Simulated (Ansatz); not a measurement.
Crystal: GeCN2.

```
CELL_PARAMETERS angstrom
1.79379 1.03565 4.92196
-1.79379 1.03565 4.92196
0.00000 -2.07129 4.92196
ATOMIC_POSITIONS crystal
Ge 0.00000 0.00000 0.00000
N 0.58390 0.58390 0.58390
N 0.41610 0.41610 0.41610
C 0.50000 0.50000 0.50000
```

The cell comes from a database or a generator and needn't be the stable form of this composition.

* Program: Ansatz 0.2.0
* Task: single point
* Functional: PBEsol
* Potentials or basis: all-electron LAPW, scalar-relativistic
* Cutoff: 734 eV (chosen from the basis error)
* Basis error allowed: 0.001 eV/atom
* k mesh: 9 × 9 × 9
* Occupations: fermi-dirac, width 0.05 eV
* Spin: no spin polarisation

On this cell: pressure -3.3 GPa; largest force 0.045 eV/Å; band gap on the k mesh 1.00 eV, indirect (least direct gap 1.83 eV).

The same run follows on a disturbed copy (atoms moved at random, drawn with an rms of 0.05 Å):

```xyz
4
Lattice="1.7938 1.0356 4.9220 -1.7938 1.0356 4.9220 0.0000 -2.0713 4.9220" Properties=species:S:1:pos:R:3 pbc="T T T"
Ge    0.0111    0.0345    0.0193
N    -0.0263   -0.0110    8.5986
N     0.0123   -0.0697    6.2020
C    -0.0371    0.0340    7.3699
```

Q: What changes?

A: The energy moves by +58.5 meV/atom; pressure 4.1 GPa; largest force 5.652 eV/Å; band gap on the k mesh 1.09 eV, indirect (least direct gap 1.84 eV).

Forces in eV/Å, atoms in the order of the input:
```
Ge   0.043  0.027 -0.491
N   -0.151  0.347  1.801
N   -0.021  0.113 -5.651
C    0.129 -0.488  4.342
```

Stress tensor (GPa, compression positive):
```
-3.94  0.11 -0.89
 0.11 -3.37  1.89
-0.89  1.89 19.69
```

Caveats: an odd mesh through Γ misses points on the zone boundary, where band edges often lie.
